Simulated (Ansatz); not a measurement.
# TlB: the cost of one run

Computed with Ansatz 0.2.0 (DFT PBE, scalar-relativistic, plane waves, PAW, unless a step's input says otherwise).

The COD cell was measured well above room temperature, so it is larger than a cold one.

1 further run of the same task is left out (it didn't finish).

## Step 1: The system as given

Symmetry: Fm-3m, No. 225, cubic system. The conventional cell has a = 5.247 Å, b = 5.247 Å, c = 5.247 Å, α = 90.00°, β = 90.00°, γ = 90.00°. Tl (site symmetry m-3m) has 6 B at 2.62 Å as nearest neighbours. B (site symmetry m-3m) is surrounded by 6 Tl at 2.62 Å.

Coordinates:

```cif
data_structure
_symmetry_space_group_name_H-M 'Fm-3m'
_symmetry_Int_Tables_number 225
_cell_length_a 5.2471
_cell_length_b 5.2471
_cell_length_c 5.2471
_cell_angle_alpha 90.000
_cell_angle_beta 90.000
_cell_angle_gamma 90.000
_cell_volume 144.46
loop_
_atom_site_label
_atom_site_type_symbol
_atom_site_symmetry_multiplicity
_atom_site_Wyckoff_symbol
_atom_site_fract_x
_atom_site_fract_y
_atom_site_fract_z
_atom_site_occupancy
Tl1 Tl 4 a 0.00000 0.00000 0.00000 1
B1 B 4 b 0.50000 0.00000 0.00000 1
```

This is candidate A: rock salt type (Fm-3m, No. 225).

(A quick probe on a coarse mesh, which set the mesh and smearing, is not shown.)

## Step 3: The relaxation (candidate A)

input.yaml

```yaml
crystal:
  lattice:
    - [0.0, 2.6235576581, 2.6235576581]
    - [2.6235576581, 0.0, 2.6235576581]
    - [2.6235576581, 2.6235576581, 0.0]
  atoms:
    - { symbol: Tl, position: [0.0, 0.0, 0.0] }
    - { symbol: B, position: [0.5, 0.5, 0.5] }
basis:
  ecutwfc: 420
kpoints:
  mp_grid: { grid: [18, 18, 18] }
hamiltonian:
  xc: pbe
scf:
  occupations: { method: gaussian, width: 0.1 }
output:
  forces: true
  stress: true
  eigenvalues: true
relax:
  adjacent_minimum: "off"
  f_tol: 0.01
  max_steps: 80
  cell: { stress_tol: 0.05 }
```

Command:

```bash
$ ansatz run input.yaml --threads 1 --pin off --max-ram 2560MiB --backend cpu --events-out ev --progress --plain --runs-dir out
```

What time and memory should one allow on 1 thread of Intel Xeon Platinum 8259CL at 2.50GHz (Skylake/Cascade Lake), shared host?

About 41 s, with a peak of 0.45 GiB.
